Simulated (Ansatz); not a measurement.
# C2H11GeNSi: the cost of one run

Method: the settings change from run to run; program: Ansatz 0.2.0, Gaussian basis.

## Step 1: The molecule

The geometry comes from an earlier relaxation with PBE0-D4 in a triple-zeta def2 set; it is a stationary point, not always the lowest conformer.

SMILES `C[SiH](C)[NH][GeH3]`, 16 atoms, charge 0, spin multiplicity 1.

Atoms are counted from 1 here; the program's logs count them from 0.

Bond lengths: C1–Si2 1.869 Å, C1–H6 1.094 Å, C1–H7 1.093 Å, C1–H8 1.092 Å, Si2–C3 1.872 Å, Si2–N4 1.727 Å, Si2–H9 1.492 Å, C3–H10 1.093 Å, C3–H11 1.094 Å, C3–H12 1.094 Å, N4–Ge5 1.835 Å, N4–H13 1.010 Å, Ge5–H14 1.539 Å, Ge5–H15 1.545 Å, Ge5–H16 1.535 Å. Angles: Si2–C1–H6 110.9°, Si2–C1–H7 110.9°, Si2–C1–H8 111.0°, H6–C1–H7 107.5°, H6–C1–H8 108.0°, H7–C1–H8 108.3°, C1–Si2–C3 109.4°, C1–Si2–N4 109.7°, C1–Si2–H9 110.6°, C3–Si2–N4 113.5°, C3–Si2–H9 108.2°, N4–Si2–H9 105.5°, Si2–C3–H10 111.0°, Si2–C3–H11 111.1°, Si2–C3–H12 111.1°, H10–C3–H11 107.8°, H10–C3–H12 107.9°, H11–C3–H12 107.8° and more.

## Step 2: wB97X-V/def2-TZVP

Set apart from the defaults: multiplicity 3, restricted open-shell orbitals, atoms shaken by 0.03 Å, a grid of angular degree 47.

in.yaml

```yaml
crystal:
  periodic: [false, false, false]
  atoms:
    - {symbol: C, position_ang: [-1.302381, 0.774119, 1.746595]}
    - {symbol: Si, position_ang: [0.074604, 0.220048, 0.512346]}
    - {symbol: C, position_ang: [1.110112, -1.059771, 1.280039]}
    - {symbol: N, position_ang: [-0.527291, -0.052459, -1.022024]}
    - {symbol: Ge, position_ang: [0.310633, 0.222123, -2.643592]}
    - {symbol: H, position_ang: [-1.960485, -0.080495, 1.863673]}
    - {symbol: H, position_ang: [-0.917155, 1.002225, 2.642807]}
    - {symbol: H, position_ang: [-1.794237, 1.653358, 1.341814]}
    - {symbol: H, position_ang: [0.997349, 1.521388, 0.349955]}
    - {symbol: H, position_ang: [1.900642, -1.447578, 0.667290]}
    - {symbol: H, position_ang: [0.431502, -2.025125, 1.473479]}
    - {symbol: H, position_ang: [1.477102, -0.785882, 2.284086]}
    - {symbol: H, position_ang: [-1.347338, -0.712167, -1.034754]}
    - {symbol: H, position_ang: [-0.790061, 0.402329, -3.701392]}
    - {symbol: H, position_ang: [1.109081, -1.028621, -3.037120]}
    - {symbol: H, position_ang: [1.228454, 1.476090, -2.523439]}
basis:
  gaussian: {orbitals: def2-TZVP, final_grid: {core_spheres: 20, valence_spheres: 16, degree: 47}}
magnetization: {spin_polarized: false, initial_magnetization: 2}
hamiltonian: {xc: {name: wB97X-V}}
```

The run is started by

```console
ansatz run in.yaml --threads 4 --pin off --events-out ev --progress --plain --max-ram 11315MiB
```

What time and memory should one allow on 4 threads of Arm Neoverse V1, shared host?

About 27 s, with a peak of 1.4 GiB.
